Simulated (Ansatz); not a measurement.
Geometry optimisation, Ansatz, DFT PBE, scalar-relativistic, plane waves, PAW.

The input (input.yaml):

```yaml
crystal:
  lattice:
    - [8.46, 0.0, 0.0]
    - [0.0, 8.46, 0.0]
    - [0.0, 0.0, 8.46]
  atoms:
    - { symbol: Na, position: [0.0, 0.0, 0.0] }
    - { symbol: Na, position: [0.5, 0.0, 0.0] }
    - { symbol: Na, position: [0.0, 0.5, 0.0] }
    - { symbol: Na, position: [0.0, 0.0, 0.5] }
    - { symbol: Na, position: [0.25, 0.25, 0.25] }
    - { symbol: Na, position: [0.5, 0.5, 0.0] }
    - { symbol: Na, position: [0.5, 0.0, 0.5] }
    - { symbol: Na, position: [0.75, 0.25, 0.25] }
    - { symbol: Na, position: [0.0, 0.5, 0.5] }
    - { symbol: Na, position: [0.25, 0.75, 0.25] }
    - { symbol: Na, position: [0.25, 0.25, 0.75] }
    - { symbol: Na, position: [0.5, 0.5, 0.5] }
    - { symbol: Na, position: [0.75, 0.75, 0.25] }
    - { symbol: Na, position: [0.75, 0.25, 0.75] }
    - { symbol: Na, position: [0.25, 0.75, 0.75] }
    - { symbol: Na, position: [0.75, 0.75, 0.75] }
    - { symbol: H, position: [0.8718635, 0.2564188, 0.5007864] }
basis:
  ecutwfc: 420.0
kpoints:
  mp_grid: { grid: [2, 2, 2] }
hamiltonian:
  xc: pbe
scf:
  occupations: { method: gaussian, width: 0.15 }
  lower_state_search: "off"
relax:
  f_tol: 0.03
  max_steps: 60
  adjacent_minimum: "off"
output:
  write_density: true
  write_potential: true
  elf: true
  volumetric_format: npy
```

Run as:

```bash
$ ansatz run input.yaml --threads 2 --pin off --max-ram 5120MiB --backend cpu --events-out ev --progress --plain --runs-dir out
```

Problem. Where does it end, and by what steps?

Solution. It converged. The force dipped under the threshold on the way, but the program's further checks kept it going. Limits of this set-up: coarse k mesh, odd electron count without spin. After 5 steps the energy has fallen by 0.036 eV; Na12 moved furthest, 0.19 Å.

| step | energy less start (eV) | largest force component (eV/Å) | accepted |
| --- | --- | --- | --- |
| 0 | 0.0000 | 0.115 | yes |
| 1 | -0.0141 | 0.085 | yes |
| 2 | -0.0282 | 0.015 | yes |
| 3 | -0.0307 | 0.019 | yes |
| 4 | -0.0341 | 0.020 | yes |
| 5 | -0.0358 | 0.010 | yes |

```xyz
17
Lattice="8.4600 0.0000 0.0000 0.0000 8.4600 0.0000 0.0000 0.0000 8.4600" Properties=species:S:1:pos:R:3
Na -0.050 0.100 0.000
Na 4.327 -0.097 0.000
Na -0.050 4.138 0.000
Na 0.042 0.152 4.231
Na 2.277 2.119 2.023
Na 4.327 4.334 0.000
Na 4.070 -0.089 4.231
Na 6.298 2.120 2.259
Na 0.041 4.083 4.231
Na 2.012 6.348 2.021
Na 2.277 2.119 6.438
Na 4.069 4.327 4.231
Na 6.395 6.348 2.212
Na 6.298 2.120 6.202
Na 2.012 6.348 6.440
Na 6.395 6.348 6.249
H 7.397 2.112 4.230
```

Whether the end is a true minimum wasn't checked by a vibrational analysis.

The run took 43 s on 2 threads of Arm Neoverse V2 (shared host), peak memory 0.98 GiB.
